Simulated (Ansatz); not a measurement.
# H3NaOSn (SMILES [Na][O][SnH3]): one structure at several levels

The task here is to estimate one member of a computed series from the others.

Computed with Ansatz 0.2.0, Gaussian basis. Level: single points in def2-TZVPP.

Cores are frozen in the correlated methods. Filled d shells of the heavier atoms are correlated. Core potentials replace the inner electrons past krypton, and spin-orbit coupling is left out. The outer core shell of Li, Na, Mg and K is correlated.

### The system as given

SMILES `[Na][O][SnH3]`, 6 atoms, charge 0, spin multiplicity 1.

Atoms are counted from 1 here; the program's logs count them from 0.

Bond lengths: Na1–O2 1.810 Å, O2–Sn3 2.029 Å, Sn3–H4 1.809 Å, Sn3–H5 1.685 Å, Sn3–H6 1.743 Å. Angles: Na1–O2–Sn3 168.1°, O2–Sn3–H4 116.4°, O2–Sn3–H5 110.9°, O2–Sn3–H6 104.7°, H4–Sn3–H5 114.1°, H4–Sn3–H6 102.5°, H5–Sn3–H6 106.9°.

As a file:

```xyz
6

Na   -1.6183   -2.2928    1.3925
O    -0.5703   -0.9900    0.6982
Sn    0.3642    0.4203   -0.4212
H     1.6117   -0.1753   -1.5881
H    -0.7511    1.4913   -1.0918
H     1.3184    1.3289    0.7197
```

The first run:

run/in.yaml reads:

```yaml
crystal:
  periodic: [false, false, false]
  atoms:
    - {symbol: Na, position_ang: [-1.618300, -2.292800, 1.392500]}
    - {symbol: O, position_ang: [-0.570300, -0.990000, 0.698200]}
    - {symbol: Sn, position_ang: [0.364200, 0.420300, -0.421200]}
    - {symbol: H, position_ang: [1.611700, -0.175300, -1.588100]}
    - {symbol: H, position_ang: [-0.751100, 1.491300, -1.091800]}
    - {symbol: H, position_ang: [1.318400, 1.328900, 0.719700]}
basis:
  gaussian: {orbitals: def2-TZVPP}
correlation: {method: ccsd_t}
output: {forces: true}
```

No record of the launch command was kept for these runs.

Steps of the session up to this table: CCSD(T)/def2-TZVPP; PBE0-D4/def2-TZVPP; wB97M-V/def2-TZVPP; r2SCAN-D4/def2-TZVPP; PBE-D4/def2-TZVPP; r2SCANh-D4/def2-TZVPP; r2SCAN0-D4/def2-TZVPP.

One of the session's tables, all rows but one given; the rest of the session is left out.

```
    method  RMS force component (eV/Å)  angle to CCSD(T) forces (°)  dipole (D)
   CCSD(T)                       1.405                    reference        7.81
   PBE0-D4                       1.396                          2.9        7.66
   wB97M-V                       1.419                          0.6        7.55
 r2SCAN-D4                           ?                            ?           ?
    PBE-D4                       1.277                          6.9        7.58
r2SCANh-D4                       1.412                          2.1        7.79
r2SCAN0-D4                       1.460                          2.6        7.76
```

Estimate the missing values for r2SCAN-D4.

Worked estimate for «RMS force component (eV/Å)». Against the share of exact exchange, r2SCANh-D4 (0.1, 1.412), r2SCAN0-D4 (0.25, 1.460) give a slope of 0.320 per unit share; at 0 the line stands at 1.380.

**Answer.** RMS force component (eV/Å): 1.380; angle to CCSD(T) forces (°): 2.8; dipole (D): 7.81. In «RMS force component (eV/Å)» the line misses by 0.000.
